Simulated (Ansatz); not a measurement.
# Sb: the cost of one run

Program: Ansatz 0.2.0. Level of theory: DFT PBEsol, scalar-relativistic. These are calculated values, not measurements.

## Step 1: The structure to begin with

The structure is trigonal, space group R-3m (No. 166). The conventional cell has a = 4.301 Å, b = 4.301 Å, c = 11.232 Å, α = 90.00°, β = 90.00°, γ = 120.00°. Sb (site symmetry 3m) is surrounded by 3 Sb at 2.90 Å.

As a file:

```
Sb
1.0
     2.15060    1.24165    3.74400
    -2.15060    1.24165    3.74400
     0.00000   -2.48330    3.74400
Sb
2
Cartesian
  0.0000 0.0000 2.6242
  0.0000 0.0000 8.6078
```

Atoms are numbered in the order of the input: Sb1, Sb2.

## Step 2: The deformed structure

Space group R-3m before, R-3m after.

## Step 3: LAPW, all electrons

input.yaml

```yaml
crystal:
  lattice:
    - [2.150600332, 1.2416496806, 3.85632]
    - [-2.150600332, 1.2416496806, 3.85632]
    - [0.0, -2.4832993611, 3.85632]
  atoms:
    - { symbol: Sb, position: [0.23364, 0.23364, 0.23364] }
    - { symbol: Sb, position: [0.76636, 0.76636, 0.76636] }
kpoints:
  mp_grid: { grid: [9, 9, 9] }
  band_path:
    path:
      - [0.0, 0.0, 0.0]
      - [0.5, 0.5, 0.5]
      - [0.7642201696, 0.2357798304, 0.5]
      - [0.5, -0.2357798304, 0.2357798304]
      - [0.5, 0.0, 0.0]
      - [0.0, 0.0, 0.0]
      - [0.3678899152, -0.3678899152, 0.0]
      - [0.6321100848, 0.0, 0.3678899152]
      - [0.5, 0.0, 0.5]
    npoints: 5
scf:
  occupations: { method: fermi_dirac, width: 0.05 }
hamiltonian:
  xc: pbesol
  pseudopotentials: { kind: all_electron, lapw: { basis_error: 0.0005 } }
output:
  forces: true
  stress: true
  eigenvalues: true
```

The run is started by

```console
$ ansatz run input.yaml --threads 1 --pin off --max-ram 3072MiB --backend cpu --events-out ev --progress --plain --runs-dir out
```

**Question.** How long does this run take on 1 thread of Intel Xeon Platinum 8488C (Sapphire Rapids), shared host, and how much memory does it need?

About 26 s, with a peak of 0.48 GiB.
